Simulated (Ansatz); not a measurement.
# F3H3InP (In(PH3)F3): the cost of one run

Computed with Ansatz 0.2.0, Gaussian basis. Level: the settings change from run to run.

1 further run of the same task is left out (set aside as unsound or not needed). Runs told in other sessions of the task aren't counted.

## 1. The relaxed structure

An earlier r2SCAN-D4/def2-SVP relaxation fixed the geometry. In takes a core potential in def2 sets; no spin-orbit term is included.

8 atoms, charge 0, spin multiplicity 1.

Atoms are counted from 1 here; the program's logs count them from 0.

Bond lengths: In1–P2 2.736 Å, In1–F6 1.958 Å, In1–F7 1.958 Å, In1–F8 1.958 Å, P2–H3 1.416 Å, P2–H4 1.416 Å, P2–H5 1.416 Å. Angles: P2–In1–F6 98.0°, P2–In1–F7 98.1°, P2–In1–F8 97.9°, F6–In1–F7 118.2°, F6–In1–F8 118.1°, F7–In1–F8 118.0°, In1–P2–H3 118.1°, In1–P2–H4 117.9°, In1–P2–H5 117.9°, H3–P2–H4 99.8°, H3–P2–H5 99.8°, H4–P2–H5 99.8°.

## 2. r2SCAN0/def2-TZVP

Options: multiplicity 3, D3(BJ) dispersion.

in.yaml reads:

```yaml
crystal:
  periodic: [false, false, false]
  atoms:
    - {symbol: In, position_ang: [-0.004299, 0.010115, -1.515437]}
    - {symbol: P, position_ang: [0.004742, -0.006889, 1.220907]}
    - {symbol: H, position_ang: [0.707966, 1.023081, 1.892029]}
    - {symbol: H, position_ang: [0.551583, -1.137706, 1.875058]}
    - {symbol: H, position_ang: [-1.241568, 0.078070, 1.888095]}
    - {symbol: F, position_ang: [1.933813, -0.014350, -1.793492]}
    - {symbol: F, position_ang: [-0.954351, 1.702311, -1.776341]}
    - {symbol: F, position_ang: [-0.997905, -1.654642, -1.790819]}
basis:
  gaussian: {orbitals: def2-TZVP}
magnetization: {spin_polarized: true, initial_magnetization: 2}
hamiltonian: {xc: {name: r2SCAN0}, dispersion: d3bj}
scf: {omitted_lower_state_checks: [starts]}
output: {forces: true}
```

Launch:

```
> ansatz run in.yaml --threads 4 --pin off --events-out ev --progress --plain --max-ram 3916MiB
```

**Question.** How long does this run take on 4 threads of AMD EPYC 7R43, shared host, and how much memory does it need?

About 31 s, with a peak of 1.1 GiB.
